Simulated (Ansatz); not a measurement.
# Cl₂H₃NSi: vertical ionisation energy

How much energy removes an electron from Cl₂H₃NSi at fixed geometry? The cation is run at each level and the neutral's energy taken from earlier runs.

The runs use Ansatz 0.2.0, Gaussian basis; unrestricted cation, the program's frozen cores in correlated methods.

The runs, in order: UKS PBE-D4/def2-TZVPP; UKS r2SCAN-D4/def2-TZVPP; UKS PBE0-D4/def2-TZVPP; UKS B3LYP-D4/def2-TZVPP; UKS wB97X-V/def2-TZVPP; UKS wB97M-V/def2-TZVPP; UKS B2PLYP/def2-TZVPP; UHF-CCSD(T)/def2-TZVPP; UHF-CCSD(T)/def2-QZVPP; extrapolation to the limit; then −ε(HOMO) from the neutral's earlier runs with LDA (SPW92), PBE-D4, revPBE-D4, BLYP-D4, r2SCAN-D4, B97M-V, PBE0-D4, B3LYP-D4, r2SCANh-D4, r2SCAN0-D4, HSE06-D4, BHLYP-D4, CAM-B3LYP-D4, LC-ωPBE, ωB97X-V, ωB97M-V.

**1. The relaxed structure**

The geometry comes from an earlier relaxation with PBE0-D4 in a triple-zeta def2 set; it is a stationary point, not always the lowest conformer.

SMILES `N[SiH](Cl)Cl`, 7 atoms, charge 0, spin multiplicity 1.

Atoms are counted from 1 here; the program's logs count them from 0.

Bond lengths: N1–Si2 1.692 Å, N1–H5 1.007 Å, N1–H6 1.008 Å, Si2–Cl3 2.041 Å, Si2–Cl4 2.056 Å, Si2–H7 1.472 Å. Angles: Si2–N1–H5 120.6°, Si2–N1–H6 120.1°, H5–N1–H6 111.9°, N1–Si2–Cl3 107.5°, N1–Si2–Cl4 115.1°, N1–Si2–H7 110.1°, Cl3–Si2–Cl4 107.0°, Cl3–Si2–H7 110.9°, Cl4–Si2–H7 106.3°.

Coordinates:

```mol
Cl2H3NSi
  3D, bonds by distance, orders not assigned

  7  6  0  0  0  0  0  0  0  0999 V2000
   -0.0518    1.0996   -0.0663 N   0  0
    0.2217   -0.5695   -0.0348 Si  0  0
    0.6810   -1.0796    1.8872 Cl  0  0
   -1.3830   -1.7257   -0.5952 Cl  0  0
   -0.5910    1.5449    0.6589 H   0  0
   -0.1382    1.5809   -0.9475 H   0  0
    1.3226   -0.9186   -0.9478 H   0  0
  1  2  8  0
  2  3  8  0
  2  4  8  0
  1  5  8  0
  1  6  8  0
  2  7  8  0
M  END
```

**2. Cation, UKS PBE-D4/def2-TZVPP**

in.yaml

```yaml
crystal:
  periodic: [false, false, false]
  atoms:
    - {symbol: N, position_ang: [-0.051817, 1.099648, -0.066335]}
    - {symbol: Si, position_ang: [0.221699, -0.569511, -0.034796]}
    - {symbol: Cl, position_ang: [0.681039, -1.079587, 1.887164]}
    - {symbol: Cl, position_ang: [-1.383025, -1.725727, -0.595245]}
    - {symbol: H, position_ang: [-0.591034, 1.544920, 0.658904]}
    - {symbol: H, position_ang: [-0.138224, 1.580853, -0.947548]}
    - {symbol: H, position_ang: [1.322562, -0.918597, -0.947844]}
basis:
  gaussian: {orbitals: def2-TZVPP}
total_charge: 1
magnetization: {spin_polarized: true, initial_magnetization: 1}
hamiltonian: {xc: pbe, dispersion: d4}
```

On the command line:

```sh
ansatz run in.yaml --threads 2 --pin off --events-out ev --progress --plain --max-ram 22528MiB --backend cpu
```

The runs that follow: Cation, UKS r2SCAN-D4/def2-TZVPP; Cation, UKS PBE0-D4/def2-TZVPP; Cation, UKS B3LYP-D4/def2-TZVPP; Cation, UKS wB97X-V/def2-TZVPP; Cation, UKS wB97M-V/def2-TZVPP; Cation, UKS B2PLYP (frozen core)/def2-TZVPP; Cation, UHF-CCSD(T)/def2-TZVPP; Cation, UHF-CCSD(T)/def2-QZVPP.

Q: Predict the results of all the runs planned. Wanted: ionisation energy, CCSD(T)/CBS; nearest functional by difference; nearest −ε(HOMO); −ε(HOMO) of PBE; T1 of the cation.

**Answer**, as computed:

```
                        quantity               value
  ionisation energy, CCSD(T)/CBS            10.83 eV
nearest functional by difference  ωB97X-V (-0.14 eV)
                nearest −ε(HOMO)  ωB97X-V (-0.15 eV)
                 −ε(HOMO) of PBE             6.75 eV
                T1 of the cation               0.027
```

Energy differences with functionals land within 0.85 eV of the reference. The PBE orbital energy is 4.1 eV too small: a semilocal HOMO is no ionisation energy. Among orbital estimates ωB97X-V comes nearest. Hartree-Fock falls 1.42 eV short, as the neutral has more correlation energy than the cation. The cation may have settled in a state other than its lowest; no search over hole states beyond the program's own was made.
